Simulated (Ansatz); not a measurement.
# TePd: the cost of one run

Method: DFT r2SCAN, scalar-relativistic, plane waves, PAW, in Ansatz 0.2.0.

### Step 1. The structure to begin with

It takes space group P6_3/mmc (No. 194, hexagonal). Conventional cell: a = 4.152 Å, b = 4.152 Å, c = 5.672 Å, α = 90.00°, β = 90.00°, γ = 120.00°. Around Te (site symmetry -6m2) lie 6 Pd at 2.79 Å. Around Pd (site symmetry -3m) lie 6 Te at 2.79 Å and 2 Pd at 2.84 Å.

Structure file:

```cif
data_structure
_symmetry_space_group_name_H-M 'P6_3/mmc'
_symmetry_Int_Tables_number 194
_cell_length_a 4.1521
_cell_length_b 4.1521
_cell_length_c 5.6719
_cell_angle_alpha 90.000
_cell_angle_beta 90.000
_cell_angle_gamma 120.000
_cell_volume 84.68
loop_
_atom_site_label
_atom_site_type_symbol
_atom_site_symmetry_multiplicity
_atom_site_Wyckoff_symbol
_atom_site_fract_x
_atom_site_fract_y
_atom_site_fract_z
_atom_site_occupancy
Te1 Te 2 c 0.33333 0.66667 0.25000 1
Pd1 Pd 2 a 0.00000 0.00000 0.00000 1
```

The structure comes from the Crystallography Open Database.

(A quick probe on a coarse mesh, which set the mesh and smearing, is not shown.)

### Step 3. Full relaxation

Contents of input.yaml:

```yaml
crystal:
  lattice:
    - [4.1521, 0.0, 0.0]
    - [-2.07605, 3.5958240791, 0.0]
    - [0.0, 0.0, 5.6719]
  atoms:
    - { symbol: Te, position: [0.3333333333, 0.6666666667, 0.25] }
    - { symbol: Te, position: [0.6666666667, 0.3333333333, 0.75] }
    - { symbol: Pd, position: [0.0, 0.0, 0.0] }
    - { symbol: Pd, position: [0.0, 0.0, 0.5] }
basis:
  ecutwfc: 500
kpoints:
  mp_grid: { grid: [12, 12, 8] }
hamiltonian:
  xc: r2scan
scf:
  occupations: { method: gaussian, width: 0.1 }
output:
  forces: true
  stress: true
  eigenvalues: true
relax:
  adjacent_minimum: "off"
  f_tol: 0.005
  max_steps: 80
  cell: { stress_tol: 0.05 }
```

Launch:

```bash
$ ansatz run input.yaml --threads 2 --pin off --max-ram 5120MiB --backend cpu --events-out ev --progress --plain --runs-dir out
```

Q: Estimate wall time and peak memory on 2 threads of an x86-64 CPU, shared host.

About 90 s, with a peak of 0.88 GiB.
